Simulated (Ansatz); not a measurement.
C₂H₈AlB, SMILES C[B](C)[AlH2]: a rigid torsion scan, run with the Python package of Ansatz (0.2.0).

Script `torsion_c2h8alb.py`:
```python
"""Rigid torsion scan of C2H8AlB."""

import ansatz as az
from ase import Atoms

atoms = Atoms(["C", "B", "C", "Al", "H", "H", "H", "H", "H", "H", "H", "H"], positions=[
    (-0.1713, 1.4609, -0.5041),
    (0.0117, 0.0202, 0.0091),
    (1.1274, -0.3065, 1.05),
    (-1.1168, -1.4938, -0.694),
    (-0.0866, 1.5244, -1.635),
    (-1.2509, 1.8437, -0.2634),
    (0.5305, 2.2074, -0.0446),
    (1.906, -1.0228, 0.6154),
    (0.7094, -0.7266, 2.0195),
    (1.7179, 0.6134, 1.3624),
    (-2.3538, -1.1859, -1.7273),
    (-0.9466, -2.9896, -0.1541),
])

# relax first, so that the scan starts from a minimum
first = (
    az.Crystal.molecule_from_ase(atoms).calculation()
    .basis(gaussian="6-31G*")
    .functional("pbe")
    .relax(force_tolerance=0.02, max_steps=80)
)
atoms.positions = first.run(threads=1).report["positions_ang"]

start = atoms.get_dihedral(2, 1, 0, 4)
energies = {}
for turn in range(0, 121, 15):
    turned = atoms.copy()
    turned.set_dihedral(2, 1, 0, 4, start + turn, indices=[0, 4, 5, 6])
    calculation = (
        az.Crystal.molecule_from_ase(turned).calculation()
        .basis(gaussian="6-31G*")
        .functional("pbe")
    )
    energies[round((start + turn) % 360)] = calculation.run(threads=1).report["free_energy_ev"]
floor = min(energies.values())
print("dihedral C2-B1-C0-H4 (deg)   E - E(min) (eV)")
for angle, e in sorted(energies.items()):
    print(f"{angle:8d} {(e - floor):14.3f}  " + "#" * int(30 * (e - floor) / max(max(energies.values()) - floor, 1e-9)))
```

Where along the turn do the lowest and the highest point lie, and how far apart are they?

The lowest point is at 151° and the highest at 241°, 0.113 eV (10.9 kJ/mol) above it, with the rest of the molecule held.

The output:

```console
$ python torsion_c2h8alb.py
dihedral C2-B1-C0-H4 (deg)   E - E(min) (eV)
     151          0.000
     166          0.010  ##
     181          0.034  #########
     196          0.064  #################
     211          0.091  ########################
     226          0.108  ############################
     241          0.113  ##############################
     256          0.108  ############################
     271          0.096  #########################
```

Caveats:
- These settings explore the input space; basis and method may be short of convergence.
- The scan is rigid and the energies are electronic, in a modest basis. With rigid groups the curve can differ much from the relaxed path, the start wasn't checked as a minimum of this torsion, and equivalent turns needn't return to the same energy.
- Wall time of the script: 44 s on 1 thread of Intel(R) Xeon(R) Processor @ 2.30GHz, on a shared host, peak memory 0.24 GiB.
